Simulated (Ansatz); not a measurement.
Nudged elastic band run: Y

Input file:

```yaml
crystal:
  lattice:
    - [-3.65, -6.321985, 0.0]
    - [5.475, -3.160993, 0.0]
    - [0.0, 0.0, 11.4683]
  atoms:
    - { symbol: "Y", position: [0.75066462, 0.54364226, 0.01096298] }
    - { symbol: "Y", position: [0.49805997, 0.33460211, 0.25324127] }
    - { symbol: "Y", position: [0.75055988, 0.4880321, 0.49248839] }
    - { symbol: "Y", position: [0.46200942, 0.36637584, 0.72976833] }
    - { symbol: "Y", position: [0.47815598, -0.01698644, 0.02247] }
    - { symbol: "Y", position: [0.25042964, 0.82611164, 0.25727381] }
    - { symbol: "Y", position: [0.49849305, -0.00229707, 0.50392845] }
    - { symbol: "Y", position: [0.25063001, 0.85803634, 0.76111924] }
    - { symbol: "Y", position: [0.25074729, 0.48493948, -0.00428385] }
    - { symbol: "Y", position: [0.00282056, 0.33460087, 0.25309943] }
    - { symbol: "Y", position: [0.2502453, 0.51202705, 0.4934344] }
    - { symbol: "Y", position: [0.03865823, 0.36619342, 0.73017945] }
    - { symbol: "Y", position: [0.02265713, -0.0168317, 0.02208188] }
    - { symbol: "Y", position: [0.75053612, 0.83344486, 0.26035063] }
    - { symbol: "Y", position: [0.00226675, -0.0021002, 0.50400775] }
    - { symbol: "Y", position: [0.75070405, 0.75685867, 0.73788129] }
    - { symbol: "Y", position: [0.74989, 0.15404566, 0.84403126] }
basis:
  ecutwfc: 420.0
kpoints:
  mp_grid: { grid: [3, 3, 2] }
hamiltonian:
  xc: pbesol
scf:
  occupations: { method: gaussian, width: 0.1 }
  lower_state_search: "off"
neb:
  images: 3
  f_tol: 0.05
  initial_path: linear
  max_iterations: 71
  final_atoms:
    - { symbol: "Y", position: [0.74926795, 0.57458966, -0.01221139] }
    - { symbol: "Y", position: [0.47659712, 0.35053158, 0.27203794] }
    - { symbol: "Y", position: [0.74960142, 0.49838782, 0.51035721] }
    - { symbol: "Y", position: [0.49737726, 0.33490105, 0.75353255] }
    - { symbol: "Y", position: [0.46146609, -0.03405824, -0.02015668] }
    - { symbol: "Y", position: [0.24902516, 0.84793494, 0.24563575] }
    - { symbol: "Y", position: [0.49679628, -0.00209882, 0.502841] }
    - { symbol: "Y", position: [0.24964769, 0.82062153, 0.74337399] }
    - { symbol: "Y", position: [0.24937943, 0.47382807, 0.01088555] }
    - { symbol: "Y", position: [0.02232616, 0.35084707, 0.2724926] }
    - { symbol: "Y", position: [0.24942201, 0.50726043, 0.50733307] }
    - { symbol: "Y", position: [0.00142481, 0.33440068, 0.75371033] }
    - { symbol: "Y", position: [0.03787027, -0.03453484, -0.02032139] }
    - { symbol: "Y", position: [0.74911663, 0.78795554, 0.2615435] }
    - { symbol: "Y", position: [0.00197314, -0.0017926, 0.5029913] }
    - { symbol: "Y", position: [0.74966793, 0.84424349, 0.74248015] }
    - { symbol: "Y", position: [0.75053214, 0.17692283, 1.0958409] }
  order_check: true
```

Launched with:

```bash
$ ansatz run input.yaml --threads 4 --pin off --max-ram 10240MiB --backend cpu --events-out ev --progress --plain --runs-dir out
```

Output, in part (warnings, iteration lines):

```
NEB end point (image 0): max|allowed force component| = 1.940e-2 eV/Å (the criterion of neb.relax_end_points is 1.000e-2)
NEB end point (image 4): max|allowed force component| = 2.101e-2 eV/Å (the criterion of neb.relax_end_points is 1.000e-2)
NEB iter   1: max|band force component| = 2.692e0 eV/Å  barrier→ = 1.6404 eV  barrier← = 1.6405 eV  Δτ_max = 0.1979 Å  (42 SCF iters)
NEB iter   2: max|band force component| = 5.246e-1 eV/Å  barrier→ = 0.3340 eV  barrier← = 0.3342 eV  Δτ_max = 0.1136 Å  (27 SCF iters)
NEB iter   3: max|band force component| = 2.198e-1 eV/Å  barrier→ = 0.1743 eV  barrier← = 0.1744 eV  CI = image 2  Δτ_max = 0.0591 Å  (24 SCF iters)
NEB iter   4: max|band force component| = 6.345e-2 eV/Å  barrier→ = 0.1429 eV  barrier← = 0.1430 eV  CI = image 2  Δτ_max = 0.1304 Å  (21 SCF iters)
NEB iter   5: max|band force component| = 7.381e-2 eV/Å  barrier→ = 0.1538 eV  barrier← = 0.1539 eV  CI = image 2  Δτ_max = 0.0655 Å  (23 SCF iters)
NEB iter   6: max|band force component| = 7.462e-2 eV/Å  barrier→ = 0.1586 eV  barrier← = 0.1588 eV  CI = image 2  Δτ_max = 0.0618 Å  (21 SCF iters)
NEB iter   7: max|band force component| = 3.759e-2 eV/Å  barrier→ = 0.1590 eV  barrier← = 0.1591 eV  CI = image 2  Δτ_max = 0.0000 Å  (260 SCF iters)
```

It converged. By the program's own check the climbing image is a first-order saddle point (lowest curvatures found: -0.22 and 0.83 eV/Å²). Limits of this set-up: coarse k mesh, a small cell, in which the defect meets its images, a typed lattice constant that wasn't relaxed here.

Final band (atoms are numbered from 1 in the order of the input):

```json
{"image": "0", "path coordinate (Å)": "0.00", "energy (eV)": "0.000", "Y4–Y17 (Å)": "2.82", "Y8–Y17 (Å)": "4.21", "Y12–Y17 (Å)": "2.82"}
{"image": "1", "path coordinate (Å)": "1.09", "energy (eV)": "0.013", "Y4–Y17 (Å)": "3.10", "Y8–Y17 (Å)": "4.62", "Y12–Y17 (Å)": "3.10"}
{"image": "2", "path coordinate (Å)": "2.18", "energy (eV)": "0.159", "Y4–Y17 (Å)": "3.43", "Y8–Y17 (Å)": "5.16", "Y12–Y17 (Å)": "3.43"}
{"image": "3", "path coordinate (Å)": "2.95", "energy (eV)": "0.114", "Y4–Y17 (Å)": "3.86", "Y8–Y17 (Å)": "5.58", "Y12–Y17 (Å)": "3.86"}
{"image": "4", "path coordinate (Å)": "3.73", "energy (eV)": "0.000", "Y4–Y17 (Å)": "4.45", "Y8–Y17 (Å)": "5.89", "Y12–Y17 (Å)": "4.44"}
```

Time of the run: 9.5 min on 4 threads of AMD EPYC 7B13 (Zen 3), with other jobs on the host, peak memory 3 GiB.
